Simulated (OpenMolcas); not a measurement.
# Au⁴⁺ among point charges: CASSCF and CASPT2 levels and susceptibility

How does a field of 6 point charges split the states of Au⁴⁺, and what χT follows?

Method: state-averaged CASSCF and CASPT2, spin-orbit coupling by RASSI with atomic mean-field integrals. Code: OpenMolcas 26.06.

## 1. The atom as given

| Property | Result |
| --- | --- |
| Species | Au⁴⁺ (gold, Z = 79, 75 electrons) |
| Basis | ANO-RCC-VDZP [7s6p4d2f], 59 functions |
| Scalar Hamiltonian | DKH2, point nucleus |
| Inactive shells | 1s 2s 2p 3s 3p 3d 4s 4p 4d 4f 5s 5p |
| Active space | 7 electrons in 5 orbitals (5d) |
| Some configurations of this space | 5d⁷ |
| Orbitals | optimised for each spin and parity, averaged over all roots |

The outer shells:

5d7
```
5d [↑↓][↑↓][↑ ][↑ ][↑ ]
```

The ion sits among 6 point charges of -1.7 e arranged as a tetragonal octahedron (D4h), 2.09 Å from the ion, with the axial distance 1.839 Å.

The work runs as a chain of OpenMolcas steps in one folder; each step below is one input file. Labels, J, g values, rates, χT and fits are worked out afterwards by a script from the matrices that RASSI stores. The input lists half of the charges; inversion (Group=XYZ) makes the rest.

## 2. Basis and integrals

Input file a.inp:

```
&GATEWAY
Coord
1

Au 0.0 0.0 0.0
Basis=ANO-RCC-VDZP
Group=XYZ
NoMove
AngMom=0.0 0.0 0.0
AMFI
XField
3 Angstrom 0
2.090000 0.000000 0.000000 -1.700000
0.000000 2.090000 0.000000 -1.700000
0.000000 0.000000 1.839200 -1.700000
&SEWARD
```

Launch:

```console
OMP_NUM_THREADS=1 MOLCAS_MEM=1689 MOLCAS_PROJECT=a pymolcas a.inp > a.log
```

## 3. CASSCF: quartets of even parity, 10 roots

Input file a.inp:

```
&RASSCF
FileOrb=start.orb
Symmetry=1
Spin=4
nActEl=7 0 0
Inactive=15 19
Ras2=5 0
CIRoot=10 10 1
SDav=10
CIMx=300
Iter=120 100
PrWF=0.3
OrbListing=Nothing
MaxOrb=0
>>> COPY $Project.JobIph JOB001
```

start.orb holds the contracted functions of the basis, ordered by shell, or the orbitals of the step before.

## 4. CASSCF: doublets of even parity, 40 roots

Input file a.inp:

```
&RASSCF
FileOrb=start.orb
Symmetry=1
Spin=2
nActEl=7 0 0
Inactive=15 19
Ras2=5 0
CIRoot=40 40 1
SDav=40
CIMx=300
Iter=120 100
PrWF=0.3
OrbListing=Nothing
MaxOrb=0
>>> COPY $Project.JobIph JOB002
```

## 5. State interaction with spin-orbit coupling

Input file a.inp:

```
&RASSI
NrOfJobIphs=2 10 40
1 2 3 4 5 6 7 8 9 10
1 2 3 4 5 6 7 8 9 10 11 12 13 14 15 16 17 18 19 20 21 22 23 24 25 26 27
28 29 30 31 32 33 34 35 36 37 38 39 40
IphNames
JOB001
JOB002
EJob
SpinOrbit
DIPRint=1.0
SOCoupling=1000.0
Subsets=2
Property=9
'ANGMOM' 1 'ANGMOM' 2 'ANGMOM' 3 'MLTPL  1' 1 'MLTPL  1' 2 'MLTPL  1' 3
'AMFI' 1 'AMFI' 2 'AMFI' 3
SOProperty=3
'ANGMOM' 1 'ANGMOM' 2 'ANGMOM' 3
```

## 6. CASPT2: IPEA 0.25, imaginary shift 0.1 (closed shells correlated: 5s 5p)

Input file a.inp:

```
>>> COPY JOB001 $Project.JobIph
&CASPT2
Multistate=10 1 2 3 4 5 6 7 8 9 10
NoMult
Frozen=14 16
IPEA=0.25
Imaginary=0.1
MaxIter=60
WThr=0.0 0.3 0.05
PrWF=0.5
NoMix
>>> COPY JOB002 $Project.JobIph
&CASPT2
Multistate=40 1 2 3 4 5 6 7 8 9 10 11 12 13 14 15 16 17 18 19 20 21 22
23 24 25 26 27 28 29 30 31 32 33 34 35 36 37 38 39 40
NoMult
Frozen=14 16
IPEA=0.25
Imaginary=0.1
MaxIter=60
WThr=0.0 0.3 0.05
PrWF=0.5
NoMix
```

(Steps that only read results are left out.)

Before running it: what results should come out? Wanted: spin-free ground state; first state of the same spin within the active space; lowest level; next level.

As calculated:

| quantity | value |
| --- | --- |
| method | SS-CASPT2, IPEA 0.25, imaginary shift 0.1 (closed shells correlated: 5s 5p) |
| spin-free ground state | 4E, 2-fold in its orbital part |
| first state of the same spin within the active space | 4A2 at 2110 cm⁻¹ |
| lowest level | 2-fold E1/2, g = 1.58, 1.58, 10.19 |
| next level | 1281.6 cm⁻¹ |
| χT at 300 K | 3.81 cm³ K/mol |
| effective moment at 300 K | 5.52 μB |

Cost by method:

```
                                              method  time of its own steps  time with the reference
                                           A. CASSCF                  9.3 s                    9.3 s
B. SS-CASPT2, IPEA 0.25, imaginary shift 0.1, +5s 5p                  3.4 s                     13 s
```

Times are of one thread on a shared host.

In words: The spin-free ground state (4E) comes to 97 % from free-ion F terms and keeps the highest spin of the shell. χT at 300 K is 3.81, against 1.88 cm³ K/mol for the spin alone, so orbital moment adds to it. An active space of the d shell alone favours high spin; real ions in strong fields can be low spin. The field of point charges can differ much from that of real complexes. With metal d orbitals alone active, the gaps between spin states are rough; where two lie within a few thousand cm-1, their order is open. This is an electrostatic model: the charges have no orbitals.
